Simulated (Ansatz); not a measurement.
## Ca3AsP, space group Pm-3m: a convergence test of the plane-wave cutoff, step by step

With the Python package of Ansatz (0.2.0).

`ca3asp.extxyz`
```text
5
Lattice="5.333899 0.0 0.0 0.0 5.333899 0.0 0.0 0.0 5.333899" Properties=species:S:1:pos:R:3 pbc="T T T"
Ca    0.00000000    2.66694950    2.66694950
Ca    2.66694950    0.00000000    2.66694950
Ca    2.66694950    2.66694950    0.00000000
P     2.66694950    2.66694950    2.66694950
As    0.00000000    0.00000000    0.00000000
```

The cells in order, each with its output:

```python
from dataclasses import dataclass

import ansatz as az
import pandas as pd


@dataclass(frozen=True)
class Settings:
    smearing: str = 'fixed'
    scf_tol: float = 1e-10
```

```python
opts = Settings()
```

```python
crystal = az.Crystal.from_extxyz('ca3asp.extxyz')
```

```python
len(crystal.resolved().sites)
```

    5

```python
calc = (
    crystal.calculation()
    .functional(az.Functional.PBE)
    .kpoints(4, center='gamma')
    .occupations(opts.smearing)
    .scf(tolerance=opts.scf_tol)
    .band_table()
)
```

```python
rows = []
for value in [300, 375, 450, 525, 600, 675]:
    r = calc.basis(value).run(threads=1).report
    rows.append((value, r['free_energy_ev'] / len(r['lattice']['sites']), r['n_iterations'], r['gap_by_band_count_ev'], r['n_pw']))
```

    DeckWarning: basis.ecutwfc = 300 eV is below the records' recommended 420 eV, and the density's cutoff is lower with it unless basis.ecutrho_ratio is high enough to keep the records' density cutoff: compare with a run at a higher cutoff
    DeckWarning: basis.ecutwfc = 375 eV is below the records' recommended 420 eV, and the density's cutoff is lower with it unless basis.ecutrho_ratio is high enough to keep the records' density cutoff: compare with a run at a higher cutoff

```python
table = pd.DataFrame(rows, columns=['cutoff (eV)', 'F/atom (eV)', 'iterations', 'gap by band count (eV)', 'plane waves'])
table.round(5)
```

       cutoff (eV)  F/atom (eV)  iterations  gap by band count (eV)  plane waves
    0          300  -2213.32230           9                 0.18417         1791
    1          375  -2213.34986           9                 0.18513         2517
    2          450  -2213.35064           9                 0.18511         3287
    3          525  -2213.35081           9                 0.18507         4139
    4          600  -2213.35086           9                 0.18511         5041
    5          675  -2213.35088           9                 0.18513         6031

```python
# differences from the last row
for row in rows[:-1]:
    shift = 1000 * (row[1] - rows[-1][1])
    print(f'{row[0]}: {shift:+.2f} meV/atom' + ('  (within 5 meV)' if abs(shift) < 5 else ''))
```

    300: +28.58 meV/atom
    375: +1.02 meV/atom  (within 5 meV)
    450: +0.25 meV/atom  (within 5 meV)
    525: +0.07 meV/atom  (within 5 meV)
    600: +0.02 meV/atom  (within 5 meV)

From 375 eV on it stays within 5 meV an atom of the value at 675 eV; the first row (300 eV) is off by 28.6 meV and the last but one by 0.02 meV. The energy falls steadily, as expected when plane waves are added.

Semilocal gaps usually lie well under measured ones. The structure comes from a database of computed cells and needn't be a stable or known phase. Levels are Kohn-Sham eigenvalues on this mesh, without spin-orbit coupling. Warnings are shown shortened and without file and line. Shifts are counted from the last row, which is itself no proven limit. Hardware and time: 21 s on 1 thread of Intel(R) Xeon(R) Platinum 8175M CPU @ 2.50GHz (Skylake/Cascade Lake), with other jobs on the host, peak memory 0.6 GiB.
